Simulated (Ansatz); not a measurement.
# ZnO: the cost of one run

Program: Ansatz 0.2.0. Level of theory: DFT PBE, scalar-relativistic, plane waves, PAW. These are calculated values, not measurements.

### 1 Starting point

It takes space group P6_3mc (No. 186, hexagonal). The conventional cell has a = 3.249 Å, b = 3.249 Å, c = 5.206 Å, α = 90.00°, β = 90.00°, γ = 120.00°. Zn (site symmetry 3m) is surrounded by 4 O at 1.97 to 1.98 Å. O (site symmetry 3m) has 4 Zn at 1.97 to 1.98 Å in its first shell of neighbours.

Coordinates:

```xyz
4
Lattice="3.2493 0.0000 0.0000 -1.6247 2.8140 0.0000 0.0000 0.0000 5.2057" Properties=species:S:1:pos:R:3 pbc="T T T"
Zn    0.0000    1.8760    2.6029
Zn    1.6247    0.9380    0.0000
O     1.6247    0.9380    1.9730
O     0.0000    1.8760    4.5759
```

The structure rests on an entry of the Crystallography Open Database; cell or positions may have been set otherwise for this series.

### 2 Relaxing cell and atoms: ZnO, no spin

Contents of input.yaml:

```yaml
crystal:
  lattice:
    - [3.249308, 0.0, 0.0]
    - [-1.624654, 2.8139832727, 0.0]
    - [0.0, 0.0, 5.205709]
  atoms:
    - { symbol: Zn, position: [0.3333333333, 0.6666666667, 0.5] }
    - { symbol: Zn, position: [0.6666666667, 0.3333333333, 0.0] }
    - { symbol: O, position: [0.6666666667, 0.3333333333, 0.37901] }
    - { symbol: O, position: [0.3333333333, 0.6666666667, 0.87901] }
scf:
  occupations: { method: gaussian, width: 0.02 }
output:
  forces: true
  stress: true
  eigenvalues: true
kpoints:
  mp_grid: { grid: [21, 21, 12] }
hamiltonian:
  xc: pbe
relax:
  f_tol: 0.005
  adjacent_minimum: "off"
  cell: { stress_tol: 0.02 }
```

Command:

```console
> ansatz run input.yaml --threads 4 --pin off --max-ram 14336MiB --backend cpu --events-out ev --progress --plain --runs-dir out
```

What time and memory should one allow on 4 threads of Intel Xeon 6975P-C (Granite Rapids), shared host?

About 47 s, with a peak of 0.71 GiB.
